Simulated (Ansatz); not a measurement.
Which YAML input does this script hand to the engine? (the Python package of Ansatz (0.2.0))

The script, `energy_c3h10si.py`:
```python
"""Single point of C3H10Si."""

import ansatz as az
import numpy as np

geometry_ang = [
    ("C", [-0.96851, 1.09336, -1.04914]),
    ("Si", [-0.36349, -0.01565, 0.37493]),
    ("C", [1.25199, 0.69196, 1.09112]),
    ("C", [-0.05048, -1.77502, -0.28194]),
    ("H", [-1.89852, 0.72248, -1.46946]),
    ("H", [-1.14512, 2.10979, -0.71067]),
    ("H", [-0.24138, 1.13907, -1.85546]),
    ("H", [-1.39062, -0.06086, 1.43281]),
    ("H", [2.03546, 0.73736, 0.33956]),
    ("H", [1.62072, 0.08175, 1.91013]),
    ("H", [1.10741, 1.69819, 1.47286]),
    ("H", [-0.9545, -2.20584, -0.70172]),
    ("H", [0.70646, -1.77989, -1.06158]),
    ("H", [0.29059, -2.43668, 0.50857]),
]
c3h10si = az.Crystal.molecule()
for symbol, xyz in geometry_ang:
    c3h10si = c3h10si.atom(symbol, xyz)

calc = (
    c3h10si.calculation()
    .basis(gaussian="def2-SVP")
    .functional("r2scan")
    .forces()
)
out = calc.run(threads=1, pin="off")
rep = out.report

print(f"E = {rep['free_energy_ev']:.6f} eV = {rep['free_energy_ev'] / 27.211386246:.7f} Ha")
print("converged:", rep["converged"], " doubts:", rep["published_state_doubts"] or "none")

symbols = [site.symbol for site in c3h10si.cartesian_sites]
forces = np.array(rep["forces_ev_ang"])
print("largest force", round(float(np.linalg.norm(forces, axis=1).max()), 4), "eV/A, rms", round(float(np.sqrt((forces ** 2).mean())), 4))

charges = rep["charge_distribution"]
dipole = np.array(charges["dipole_moment_e_ang"]) * 4.803205
print("dipole (D): {:.3f} {:.3f} {:.3f}, length {:.3f}".format(*dipole, np.linalg.norm(dipole)))
print("atom  Mulliken   Lowdin")
for symbol, m, l in zip(symbols, charges["mulliken_charges_e"], charges["lowdin_charges_e"]):
    print(f"{symbol:4s} {m:9.3f} {l:8.3f}")
```

```console
$ python energy_c3h10si.py
E = -11144.945509 eV = -409.5691931 Ha
converged: True  doubts: none
largest force 1.0092 eV/A, rms 0.3859
dipole (D): 0.348 0.016 -0.357, length 0.498
atom  Mulliken   Lowdin
C       -0.328   -0.122
Si       0.529    0.364
C       -0.328   -0.122
C       -0.328   -0.122
H        0.062    0.010
H        0.062    0.010
H        0.060    0.011
H       -0.099   -0.089
H        0.060    0.011
H        0.062    0.010
H        0.062    0.010
H        0.062    0.010
H        0.060    0.011
H        0.062    0.010
```

`input.yaml`:
```yaml
crystal:
  periodic: [false, false, false]
  atoms:
    - { symbol: C, position_ang: [-0.96851, 1.09336, -1.04914] }
    - { symbol: Si, position_ang: [-0.36349, -0.01565, 0.37493] }
    - { symbol: C, position_ang: [1.25199, 0.69196, 1.09112] }
    - { symbol: C, position_ang: [-0.05048, -1.77502, -0.28194] }
    - { symbol: H, position_ang: [-1.89852, 0.72248, -1.46946] }
    - { symbol: H, position_ang: [-1.14512, 2.10979, -0.71067] }
    - { symbol: H, position_ang: [-0.24138, 1.13907, -1.85546] }
    - { symbol: H, position_ang: [-1.39062, -0.06086, 1.43281] }
    - { symbol: H, position_ang: [2.03546, 0.73736, 0.33956] }
    - { symbol: H, position_ang: [1.62072, 0.08175, 1.91013] }
    - { symbol: H, position_ang: [1.10741, 1.69819, 1.47286] }
    - { symbol: H, position_ang: [-0.9545, -2.20584, -0.70172] }
    - { symbol: H, position_ang: [0.70646, -1.77989, -1.06158] }
    - { symbol: H, position_ang: [0.29059, -2.43668, 0.50857] }
basis:
  gaussian:
    orbitals: def2-SVP
hamiltonian:
  xc: r2scan
output:
  forces: true
```

Total energies depend on the basis set; only differences at equal settings carry meaning. The geometry is a force-field or estimated start, not a minimum of this method, and the basis set is short of its limit. The Löwdin charges here are taken after orthogonalising the functions within each atom; they differ from plain Löwdin charges, and their signs can be unphysical. Wall time of the script: 12 s on 1 thread of Arm Neoverse N1, with other jobs on the host, peak memory 0.23 GiB.
